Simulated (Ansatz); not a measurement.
# Ge2Sb2Te5: the cost of one run

Computed with Ansatz 0.2.0 (DFT PBE+D3(BJ), scalar-relativistic, plane waves, PAW, unless a step's input says otherwise).

## 1. Starting point

The structure is trigonal, space group P-3m1 (No. 164). Conventional cell: a = 4.194 Å, b = 4.194 Å, c = 17.787 Å, α = 90.00°, β = 90.00°, γ = 120.00°. Around Ge (site symmetry 3m) lie 3 Te at 2.82 Å and 3 Ge at 3.15 Å. Sb (site symmetry 3m) has 6 Te at 2.98 to 3.14 Å in its first shell of neighbours. Te (site symmetry -3m) has 6 Sb at 3.14 Å in its first shell of neighbours. Te (site symmetry 3m) is surrounded by 3 Sb at 2.98 Å. Around Te (site symmetry 3m) lie 3 Ge at 2.82 Å.

Structure file:

```xyz
9
Lattice="4.1938 0.0000 0.0000 -2.0969 3.6320 0.0000 0.0000 0.0000 17.7871" Properties=species:S:1:pos:R:3 pbc="T T T"
Ge    0.0000    2.4213    7.8843
Ge    2.0969    1.2107    9.9028
Sb    0.0000    2.4213    1.9938
Sb    2.0969    1.2107   15.7933
Te    0.0000    0.0000    0.0000
Te    0.0000    2.4213   14.0534
Te    2.0969    1.2107    3.7338
Te    0.0000    0.0000    6.4434
Te    0.0000    0.0000   11.3438
```

## 2. Single point: Ge2Sb2Te5, no spin

File input.yaml:

```yaml
crystal:
  lattice:
    - [4.1938367911, 0.0, 0.0]
    - [-2.0969183955, 3.6319692004, 0.0]
    - [0.0, 0.0, 17.7871256588]
  atoms:
    - { symbol: Ge, position: [0.3333333333, 0.6666666667, 0.4432592613] }
    - { symbol: Ge, position: [0.6666666667, 0.3333333333, 0.5567407387] }
    - { symbol: Sb, position: [0.3333333333, 0.6666666667, 0.1120931408] }
    - { symbol: Sb, position: [0.6666666667, 0.3333333333, 0.8879068592] }
    - { symbol: Te, position: [0.0, 0.0, 0.0] }
    - { symbol: Te, position: [0.3333333333, 0.6666666667, 0.790086646] }
    - { symbol: Te, position: [0.6666666667, 0.3333333333, 0.209913354] }
    - { symbol: Te, position: [0.0, 0.0, 0.362248412] }
    - { symbol: Te, position: [0.0, 0.0, 0.637751588] }
scf:
  occupations: { method: gaussian, width: 0.05 }
output:
  forces: true
  stress: false
hamiltonian:
  xc: pbe
  dispersion: d3bj
kpoints:
  mp_grid: { grid: [10, 10, 2] }
```

On the command line:

```
$ ansatz run input.yaml --threads 5 --pin off --max-ram 8192MiB --backend cpu --events-out ev --progress --plain --runs-dir out
```

Q: Estimate wall time and peak memory on 5 threads of Intel Xeon at 2.30GHz, shared host.

About 5.8 s, with a peak of 1.1 GiB.
